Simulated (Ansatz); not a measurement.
# TaO2F: the cost of one run

Program: the Python package of Ansatz 0.2.0. Level of theory: DFT PBEsol, plane waves, PAW. These are calculated values, not measurements.

## (1) The system

TaO2F P4_2/mmc: The structure is tetragonal, space group P4_2/mmc (No. 131). Conventional cell: a = 3.981 Å, b = 3.981 Å, c = 7.773 Å, α = 90.00°, β = 90.00°, γ = 90.00°. Ta (site symmetry mmm) has 4 O at 1.94 to 1.99 Å and 2 F at 1.99 Å as nearest neighbours. O (site symmetry -4m2) is surrounded by 2 Ta at 1.94 Å. O (site symmetry mmm) is surrounded by 2 Ta at 1.99 Å. Only part of the 4 independent sites is listed.

Ta Im-3m: It takes space group Im-3m (No. 229, cubic). The conventional cell has a = 3.303 Å, b = 3.303 Å, c = 3.303 Å, α = 90.00°, β = 90.00°, γ = 90.00°. Ta (site symmetry m-3m) is surrounded by 8 Ta at 2.86 Å.

O in a box: It takes space group Pmmm (No. 47, orthorhombic). Conventional cell: a = 9.000 Å, b = 9.500 Å, c = 10.000 Å, α = 90.00°, β = 90.00°, γ = 90.00°. O (site symmetry mm2) is surrounded by 1 O at 1.23 Å.

F in a box: The structure is orthorhombic, space group Pmmm (No. 47). Conventional cell: a = 9.000 Å, b = 9.500 Å, c = 10.000 Å, α = 90.00°, β = 90.00°, γ = 90.00°. Around F (site symmetry mm2) lie 1 F at 1.42 Å.

The script holds or builds the structure itself.

## (2) The script

tao2f.py reads:

```python
# -*- coding: utf-8 -*-
'''Is TaO2F bound against its elements, after relaxing atoms and volume at fixed cell shape.'''

from collections import Counter
import warnings

import ansatz as az
import numpy as np

PHASES = {
    'TaO2F': (
        [(3.981168, 0.0, 0.0), (0.0, 3.981168, 0.0), (0.0, 0.0, 7.773488)],
        [
            ('Ta', (0.0, 0.0, 0.0)),
            ('Ta', (0.0, 0.0, 0.5)),
            ('O', (0.0, 0.0, 0.25)),
            ('O', (0.0, 0.0, 0.75)),
            ('O', (0.5, 0.0, 0.0)),
            ('O', (0.0, 0.5, 0.5)),
            ('F', (0.0, 0.5, 0.0)),
            ('F', (0.5, 0.0, 0.5)),
        ],
    ),
    'Ta': (
        [(-1.65128, 1.65128, 1.65128), (1.65128, -1.65128, 1.65128), (1.65128, 1.65128, -1.65128)],
        [
            ('Ta', (0.0, 0.0, 0.0)),
        ],
    ),
    'O2': (
        [(9.0, 0.0, 0.0), (0.0, 9.5, 0.0), (0.0, 0.0, 10.0)],
        [
            ('O', (0.5, 0.5, 0.4385)),
            ('O', (0.5, 0.5, 0.5615)),
        ],
    ),
    'F2': (
        [(9.0, 0.0, 0.0), (0.0, 9.5, 0.0), (0.0, 0.0, 10.0)],
        [
            ('F', (0.5, 0.5, 0.429)),
            ('F', (0.5, 0.5, 0.571)),
        ],
    ),
}


def build(vectors, sites):
    crystal = az.Crystal(lattice=az.Lattice.of(vectors))
    for symbol, position in sites:
        crystal = crystal.atom(symbol, position)
    return crystal

POLARISED = {'O2'}

GASES = {'O2', 'F2'}


def solve(name, crystal):
    calc = (
        crystal.calculation()
        .basis(19 * az.Ha)
        .functional('pbesol')
        .kpoints(spacing=0.3)
        .occupations('cold', width=0.02)
        .stress()
    )
    if name in POLARISED:
        calc = calc.spin('collinear')
    if name in GASES:
        return calc.kpoints(1, 1, 1).relax(force_tolerance=0.02).run(threads=1)
    calc = calc.relax(force_tolerance=0.02, fix_cell=['shape'])
    return calc.run(threads=1)


def counts(outcome):
    return Counter(site.symbol for site in outcome.lattice.sites)

def formation_energy(outcome, mu):
    n = counts(outcome)
    return (outcome.report['energy_sigma0_ev'] - sum(k * mu[element] for element, k in n.items())) / sum(n.values())


def volume_per_atom(outcome):
    return abs(np.linalg.det(outcome.lattice.cell_ang)) / len(outcome.lattice.sites)

warnings.simplefilter('ignore', az.DeckWarning)

phases = {name: build(*cell) for name, cell in PHASES.items()}
phases['O2'] = phases['O2'].moments(O=1.0)

done = {}
for name, crystal in phases.items():
    done[name] = solve(name, crystal)
    print(f'{name}: {done[name].report["energy_sigma0_ev"]:.4f} eV, {len(done[name].lattice.sites)} atoms')

# chemical potentials of the elements at zero temperature
references = {'Ta': 'Ta', 'O': 'O2', 'F': 'F2'}
mu = {element: done[name].report['energy_sigma0_ev'] / len(done[name].lattice.sites) for element, name in references.items()}

target = done['TaO2F']
heat = formation_energy(target, mu)
n = counts(target)
print('cell content:', dict(n), ' volume', round(volume_per_atom(target), 3), 'A^3/atom')
print('formation energy', round(heat, 4), 'eV/atom,', round(heat * sum(n.values()), 4), 'eV per cell')
print('bound against the elements' if heat < 0 else 'unbound against the elements')
# gas references are bare DFT energies, without zero-point or fitted corrections
```

## (3) Running it

On the command line:

```sh
python tao2f.py
```

What time and memory should one allow on 1 thread of Arm Neoverse V2, shared host?

About 56 s, with a peak of 0.86 GiB.
